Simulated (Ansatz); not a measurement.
**CCl₃F₃Si: up Jacob's ladder to CCSD(T)**

One table from this session's results is given with a row withheld; the runs are named, their logs left out.

Program: Ansatz 0.2.0, Gaussian basis. Level of theory: functionals in def2-TZVPP, the program's frozen cores in correlated methods. These are calculated values, not measurements.

Levels to be run: LDA (SPW92), PBE-D4, revPBE-D4, BLYP-D4, r2SCAN-D4, B97M-V, PBE0-D4, B3LYP-D4, r2SCANh-D4, r2SCAN0-D4, HSE06-D4, BHLYP-D4, CAM-B3LYP-D4, LC-ωPBE, ωB97X-V, ωB97M-V, B2PLYP, PBE-QIDH; CCSD(T)/def2-SVP; MP2/def2-TZVPP; MP2/def2-QZVPP; RPA on PBE.

### Structure used throughout

An earlier PBE0-D4 in a triple-zeta def2 set relaxation fixed the geometry.

SMILES `FC(F)(F)[Si](Cl)(Cl)Cl`, 8 atoms, charge 0, spin multiplicity 1.

Atoms are counted from 1 here; the program's logs count them from 0.

Bond lengths: F1–C2 1.339 Å, C2–F3 1.339 Å, C2–F4 1.339 Å, C2–Si5 1.931 Å, Si5–Cl6 2.018 Å, Si5–Cl7 2.018 Å, Si5–Cl8 2.018 Å. Angles: F1–C2–F3 107.6°, F1–C2–F4 107.6°, F1–C2–Si5 111.3°, F3–C2–F4 107.6°, F3–C2–Si5 111.3°, F4–C2–Si5 111.3°, C2–Si5–Cl6 107.9°, C2–Si5–Cl7 107.9°, C2–Si5–Cl8 107.9°, Cl6–Si5–Cl7 111.0°, Cl6–Si5–Cl8 111.0°, Cl7–Si5–Cl8 111.0°.

Set-up of the first run:

The input, in.yaml:

```yaml
crystal:
  periodic: [false, false, false]
  atoms:
    - {symbol: F, position_ang: [0.597957, -0.947807, 1.600338]}
    - {symbol: C, position_ang: [0.748178, -0.630522, 0.308008]}
    - {symbol: F, position_ang: [0.750674, -1.772634, -0.391341]}
    - {symbol: F, position_ang: [1.955023, -0.067319, 0.167316]}
    - {symbol: Si, position_ang: [-0.652932, 0.555093, -0.290881]}
    - {symbol: Cl, position_ang: [-0.565695, 2.231920, 0.827832]}
    - {symbol: Cl, position_ang: [-0.324929, 0.966616, -2.238681]}
    - {symbol: Cl, position_ang: [-2.416177, -0.392548, -0.038292]}
basis:
  gaussian: {orbitals: def2-TZVPP}
hamiltonian: {xc: lda}
output: {orbitals: {seedname: orbitals}}
```

Command:

```console
ansatz run in.yaml --threads 4 --pin off --events-out ev --progress --plain --max-ram 11315MiB
```

Among the steps run: LDA; PBE-D4 (GGA); revPBE-D4 (GGA); BLYP-D4 (GGA); r2SCAN-D4 (meta-GGA); B97M-V (meta-GGA); PBE0-D4 (hybrid); B3LYP-D4 (hybrid); r2SCANh-D4 (hybrid); r2SCAN0-D4 (hybrid); HSE06-D4 (hybrid); BHLYP-D4 (hybrid); CAM-B3LYP-D4 (range-separated); LC-ωPBE (range-separated); ωB97X-V (range-separated); ωB97M-V (range-separated); B2PLYP (double hybrid); PBE-QIDH (double hybrid).

One of the session's tables, all rows but one given; the rest of the session is left out.

It belongs to the step «Frontier levels by functional». 

```
  functional  HOMO (eV)  gap (eV)
 LDA (SPW92)      -8.36      6.67
      PBE-D4      -8.17      6.76
   revPBE-D4      -8.09      6.80
     BLYP-D4      -8.09      6.80
   r2SCAN-D4      -8.56      7.52
      B97M-V      -8.64      7.70
     PBE0-D4      -9.70      9.28
    B3LYP-D4      -9.47      8.79
  r2SCANh-D4      -9.12      8.41
  r2SCAN0-D4      -9.96      9.76
    HSE06-D4      -9.29      8.49
    BHLYP-D4     -11.07     11.75
CAM-B3LYP-D4     -11.14     11.85
     LC-ωPBE     -12.43     14.41
     ωB97X-V          ?         ?
     ωB97M-V     -11.92     13.57
```

**Question.** Estimate the row for ωB97X-V.

As computed: HOMO (eV): -12.09; gap (eV): 13.97. In the column «HOMO (eV)» it lies between LC-ωPBE (-12.43) and ωB97M-V (-11.92).
